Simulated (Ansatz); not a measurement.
# CH4F3NSi: a ladder of functionals and wavefunction methods

An exercise on one series of results from a longer session: the logs are not shown, and one member is left open.

Method: functionals in def2-TZVPP, the program's frozen cores in correlated methods; program: Ansatz 0.2.0, Gaussian basis.

Plan: LDA (SPW92), PBE-D4, revPBE-D4, BLYP-D4, r2SCAN-D4, B97M-V, PBE0-D4, B3LYP-D4, r2SCANh-D4, r2SCAN0-D4, HSE06-D4, BHLYP-D4, CAM-B3LYP-D4, LC-ωPBE, ωB97X-V, ωB97M-V, B2PLYP, PBE-QIDH; CCSD(T)/def2-SVP; CCSD(T)/def2-TZVPP; MP2/def2-QZVPP; extrapolation to the limit; RPA on PBE.

## The relaxed structure

An earlier PBE0-D4 in a triple-zeta def2 set relaxation fixed the geometry.

10 atoms, charge 0, spin multiplicity 1.

Atoms are counted from 1 here; the program's logs count them from 0.

Bond lengths: C1–N2 1.451 Å, C1–H7 1.093 Å, C1–H8 1.091 Å, C1–H9 1.094 Å, N2–Si3 1.670 Å, N2–H10 1.006 Å, Si3–F4 1.577 Å, Si3–F5 1.575 Å, Si3–F6 1.580 Å. Angles: N2–C1–H7 111.0°, N2–C1–H8 109.8°, N2–C1–H9 112.5°, H7–C1–H8 107.1°, H7–C1–H9 108.6°, H8–C1–H9 107.7°, C1–N2–Si3 125.8°, C1–N2–H10 114.9°, Si3–N2–H10 118.5°, N2–Si3–F4 111.1°, N2–Si3–F5 108.9°, N2–Si3–F6 115.4°, F4–Si3–F5 109.9°, F4–Si3–F6 104.5°, F5–Si3–F6 106.8°.

Set-up of the first run:

Input file in.yaml:

```yaml
crystal:
  periodic: [false, false, false]
  atoms:
    - {symbol: C, position_ang: [0.192067, -1.053974, 0.940311]}
    - {symbol: N, position_ang: [0.609540, 0.071871, 0.126137]}
    - {symbol: Si, position_ang: [-0.361535, 0.924460, -0.931261]}
    - {symbol: F, position_ang: [-1.157916, -0.049902, -1.881487]}
    - {symbol: F, position_ang: [0.542560, 1.889525, -1.787086]}
    - {symbol: F, position_ang: [-1.475471, 1.819656, -0.258120]}
    - {symbol: H, position_ang: [0.924823, -1.863533, 0.893336]}
    - {symbol: H, position_ang: [-0.751450, -1.452765, 0.563594]}
    - {symbol: H, position_ang: [0.041928, -0.779085, 1.989021]}
    - {symbol: H, position_ang: [1.518456, 0.442645, 0.348456]}
basis:
  gaussian: {orbitals: def2-TZVPP}
hamiltonian: {xc: lda}
output: {orbitals: {seedname: orbitals}}
```

Steps of the session up to this table: LDA; PBE-D4 (GGA); revPBE-D4 (GGA); BLYP-D4 (GGA); r2SCAN-D4 (meta-GGA); B97M-V (meta-GGA); PBE0-D4 (hybrid); B3LYP-D4 (hybrid); r2SCANh-D4 (hybrid); r2SCAN0-D4 (hybrid); HSE06-D4 (hybrid); BHLYP-D4 (hybrid); CAM-B3LYP-D4 (range-separated); LC-ωPBE-D4 (range-separated; the results give it without D4); ωB97X-V (range-separated); ωB97M-V (range-separated); B2PLYP (double hybrid); PBE-QIDH (double hybrid).

One of the session's tables, all rows but one given; the rest of the session is left out.

It belongs to the step «Orbital energies across the functionals». 

```
  functional  HOMO (eV)  LUMO (eV)  gap (eV)
 LDA (SPW92)      -6.47      -0.45      6.01
      PBE-D4      -6.30      -0.23      6.07
   revPBE-D4      -6.24      -0.13      6.11
     BLYP-D4      -6.19      -0.24      5.95
   r2SCAN-D4      -6.61       0.44      7.05
      B97M-V      -6.71       0.01      6.73
     PBE0-D4      -7.79       0.64      8.44
    B3LYP-D4      -7.55       0.29      7.84
  r2SCANh-D4      -7.16       0.71      7.88
  r2SCAN0-D4      -8.00       1.10      9.10
    HSE06-D4      -7.38       0.27      7.66
    BHLYP-D4      -9.20       1.29     10.49
CAM-B3LYP-D4      -9.25       1.43     10.68
     LC-ωPBE     -10.65       2.80     13.45
     ωB97X-V     -10.26       2.59     12.85
     ωB97M-V          ?          ?         ?
```

Estimate the missing values for ωB97M-V.

**Answer.** HOMO (eV): -10.16; LUMO (eV): 2.13; gap (eV): 12.29. In the column «HOMO (eV)» it lies between ωB97X-V (-10.26) and CAM-B3LYP-D4 (-9.25).
